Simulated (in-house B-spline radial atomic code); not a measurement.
# Ne²⁺: excited configurations in jj coupling

How much energy does it take to promote electrons of Ne²⁺ to other shells? Each configuration is solved by itself and compared with the reference.

Program: in-house B-spline radial atomic code version 1. Level of theory: Dirac-Hartree-Fock, average of configuration, Fermi nucleus, basis-set limit. These are calculated values, not measurements, unless marked.

### 1 What is computed

```
element       : neon (Z = 10)
charge        : +2
electrons     : 8
configuration : 1s2 2s2 2p-2 2p+2
Hamiltonian   : Dirac-Coulomb
nucleus       : Fermi, rms radius 3.006 fm
```

In configurations, a minus sign after the shell means j = l − 1/2 and a plus sign j = l + 1/2; the count of electrons follows.

Input settings:

```ini
Z = 10
electrons = 8.0
configuration = 1s2 2s2 2p-2 2p+2
hamiltonian = dirac
method = hf
spin_polarised = False
nucleus = fermi
rms_radius = 3.0055
mass_number = 20
atomic_mass = 19.99244017525
speed_of_light = 137.035999084
```

This reference run was done before. Its total energy is -126.451533 hartree, and its levels are (the highest eight at most):

| orbital | occupation | energy (eV) | <r> (bohr) |
| --- | --- | --- | --- |
| 1s1/2 | 2 | -943.95 | 0.1572 |
| 2s1/2 | 2 | -93.062 | 0.8265 |
| 2p3/2 | 2 | -68.064 | 0.8057 |
| 2p1/2 | 2 | -67.207 | 0.8078 |

### 2 1s2 2s2 2p-2 2p+1 5g+1

Input settings:

```ini
Z = 10
electrons = 8.0
configuration = 1s2 2s2 2p-2 2p+1 5g+1
hamiltonian = dirac
method = hf
spin_polarised = False
nucleus = fermi
rms_radius = 3.0055
mass_number = 20
atomic_mass = 19.99244017525
speed_of_light = 137.035999084
```

### 3 1s2 2s2 2p+3 3p-1

Settings: those of step 2 with these lines changed.

```diff
@@ -2,3 +2,3 @@
 electrons = 8.0
-configuration = 1s2 2s2 2p-2 2p+1 5g+1
+configuration = 1s2 2s2 2p+3 3p-1
 hamiltonian = dirac
```

### 4 1s2 2s1 2p-1 2p+3 3d+1

Settings: those of step 3 with these lines changed.

```diff
@@ -2,3 +2,3 @@
 electrons = 8.0
-configuration = 1s2 2s2 2p+3 3p-1
+configuration = 1s2 2s1 2p-1 2p+3 3d+1
 hamiltonian = dirac
```

### 5 Configuration 1s2 2s1 2p+4 5s1

Settings: those of step 4 with these lines changed.

```diff
@@ -2,3 +2,3 @@
 electrons = 8.0
-configuration = 1s2 2s1 2p-1 2p+3 3d+1
+configuration = 1s2 2s1 2p+4 5s1
 hamiltonian = dirac
```

### 6 Run with 1s2 2s2 2p-2 2p+1 6d-1

Settings: those of step 5 with these lines changed.

```diff
@@ -2,3 +2,3 @@
 electrons = 8.0
-configuration = 1s2 2s1 2p+4 5s1
+configuration = 1s2 2s2 2p-2 2p+1 6d-1
 hamiltonian = dirac
```

### 7 Run with 1s2 2s1 2p+4 6p-1

Settings: those of step 6 with these lines changed.

```diff
@@ -2,3 +2,3 @@
 electrons = 8.0
-configuration = 1s2 2s2 2p-2 2p+1 6d-1
+configuration = 1s2 2s1 2p+4 6p-1
 hamiltonian = dirac
```

### 8 Configuration 1s2 2s1 2p-2 2p+3

Settings: those of step 7 with these lines changed.

```diff
@@ -2,3 +2,3 @@
 electrons = 8.0
-configuration = 1s2 2s1 2p+4 6p-1
+configuration = 1s2 2s1 2p-2 2p+3
 hamiltonian = dirac
```

### 9 Run with 1s2 2s2 2p+4

Settings: those of step 8 with these lines changed.

```diff
@@ -2,3 +2,3 @@
 electrons = 8.0
-configuration = 1s2 2s1 2p-2 2p+3
+configuration = 1s2 2s2 2p+4
 hamiltonian = dirac
```

Before running: How far above the reference does each configuration lie (order and size, in eV)?

The runs gave:

| net move | configuration | energy above the reference (eV) | with Breit, QED, recoil (eV) | largest <r> (bohr) |
| --- | --- | --- | --- | --- |
| 2×2p1/2 → 2×2p3/2 | 1s2 2s2 2p+4 | 1.188 | 1.171 | 0.826 |
| 2s → 2p3/2 | 1s2 2s1 2p-2 2p+3 | 27.806 | 27.789 | 0.822 |
| 2×2p1/2 → 2p3/2, 3p1/2 | 1s2 2s2 2p+3 3p-1 | 47.265 | 47.241 | 2.96 |
| 2p3/2 → 5g9/2 | 1s2 2s2 2p-2 2p+1 5g+1 | 61.052 | 61.049 | 9.17 |
| 2p3/2 → 6d3/2 | 1s2 2s2 2p-2 2p+1 6d-1 | 62.456 | 62.453 | 16.5 |
| 2p1/2, 2s → 2p3/2, 3d5/2 | 1s2 2s1 2p-1 2p+3 3d+1 | 76.719 | 76.684 | 3.28 |
| 2×2p1/2, 2s → 2×2p3/2, 5s | 1s2 2s1 2p+4 5s1 | 85.786 | 85.745 | 9.16 |
| 2×2p1/2, 2s → 2×2p3/2, 6p1/2 | 1s2 2s1 2p+4 6p-1 | 88.542 | 88.501 | 15.2 |

What this shows: The energies run from 1.188 eV (2×2p1/2 → 2×2p3/2) to 88.542 eV (2×2p1/2, 2s → 2×2p3/2, 6p1/2). 3 of them lie more than 2 % above the ionisation threshold that Koopmans' theorem gives (67.207 eV), where such states can decay by emitting an electron. Two partly filled shells share a symmetry and can mix in the average, which may lower the energy, for: 2×2p1/2, 2s → 2×2p3/2, 5s. These are averages over configurations, without correlation, not spectroscopic levels.
